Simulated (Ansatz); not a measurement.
**CH₃Cl₂Y: taking an electron away**

How much energy removes an electron from CH₃Cl₂Y at fixed geometry? The cation is run at each level and the neutral's energy taken from earlier runs.

Program: Ansatz 0.2.0, Gaussian basis. Level of theory: unrestricted cation, the program's frozen cores in correlated methods. These are calculated values, not measurements.

Plan: UKS PBE-D4/def2-TZVPP; UKS r2SCAN-D4/def2-TZVPP; UKS PBE0-D4/def2-TZVPP; UKS B3LYP-D4/def2-TZVPP; UKS wB97X-V/def2-TZVPP; UKS wB97M-V/def2-TZVPP; UKS B2PLYP/def2-TZVPP; UHF-CCSD(T)/def2-TZVPP; UHF-MP2/def2-QZVPP; extrapolation to the limit; then −ε(HOMO) from the neutral's earlier runs with LDA (SPW92), PBE-D4, revPBE-D4, BLYP-D4, r2SCAN-D4, B97M-V, PBE0-D4, B3LYP-D4, r2SCANh-D4, r2SCAN0-D4, HSE06-D4, BHLYP-D4, CAM-B3LYP-D4, LC-ωPBE, ωB97X-V, ωB97M-V.

2 further runs of the same task are left out: 2 for a known fault of the program.

**1. The relaxed structure**

An earlier PBE0-D4 in a triple-zeta def2 set relaxation fixed the geometry. Y takes the def2 core potential; no spin-orbit term is included.

SMILES `[CH3][Y]([Cl])[Cl]`, 7 atoms, charge 0, spin multiplicity 1.

Atoms are counted from 1 here; the program's logs count them from 0.

Bond lengths: C1–Y2 2.313 Å, C1–H5 1.098 Å, C1–H6 1.097 Å, C1–H7 1.100 Å, Y2–Cl3 2.454 Å, Y2–Cl4 2.454 Å. Angles: Y2–C1–H5 112.8°, Y2–C1–H6 113.4°, Y2–C1–H7 111.0°, H5–C1–H6 107.3°, H5–C1–H7 105.7°, H6–C1–H7 106.3°, C1–Y2–Cl3 115.7°, C1–Y2–Cl4 115.3°, Cl3–Y2–Cl4 127.8°.

**2. Cation, UKS PBE-D4/def2-TZVPP**

The input, in.yaml:

```yaml
crystal:
  periodic: [false, false, false]
  atoms:
    - {symbol: C, position_ang: [-0.130215, 1.108052, -0.031262]}
    - {symbol: Y, position_ang: [0.107466, -1.183540, 0.175867]}
    - {symbol: Cl, position_ang: [2.375883, -1.977309, 0.673394]}
    - {symbol: Cl, position_ang: [-1.822317, -2.507814, -0.562004]}
    - {symbol: H, position_ang: [-1.093501, 1.471694, 0.351115]}
    - {symbol: H, position_ang: [0.657831, 1.675103, 0.479949]}
    - {symbol: H, position_ang: [-0.095136, 1.413815, -1.087059]}
basis:
  gaussian: {orbitals: def2-TZVPP}
total_charge: 1
magnetization: {spin_polarized: true, initial_magnetization: 1}
hamiltonian: {xc: pbe, dispersion: d4}
```

On the command line:

```console
ansatz run in.yaml --threads 2 --pin off --events-out ev --progress --plain --max-ram 32768MiB --backend cpu
```

The runs that follow: Cation, UKS r2SCAN-D4/def2-TZVPP; Cation, UKS PBE0-D4/def2-TZVPP; Cation, UKS B3LYP-D4/def2-TZVPP; Cation, UKS wB97X-V/def2-TZVPP; Cation, UKS wB97M-V/def2-TZVPP; Cation, UKS B2PLYP (frozen core)/def2-TZVPP; Cation, UHF-CCSD(T)/def2-TZVPP; Cation, UHF-MP2/def2-QZVPP.

Before running them: what should the planned runs give, taken together? Wanted: ionisation energy, CCSD(T)/CBS; nearest functional by difference; nearest −ε(HOMO); −ε(HOMO) of PBE; T1 of the cation.

As calculated:

| quantity | value |
| --- | --- |
| ionisation energy, CCSD(T)/CBS | 9.63 eV |
| nearest functional by difference | ωB97M-V (-0.03 eV) |
| nearest −ε(HOMO) | ωB97M-V (-0.02 eV) |
| −ε(HOMO) of PBE | 6.09 eV |
| T1 of the cation | 0.015 |

Energy differences with functionals land within 0.47 eV of the reference. −ε(HOMO) of PBE misses by 3.5 eV, since self-interaction lifts the level. Among orbital estimates ωB97M-V comes nearest. Hartree-Fock falls 1.28 eV short, as the neutral has more correlation energy than the cation. Correlated methods include outer-core shells of Y, which these sets cover unevenly.
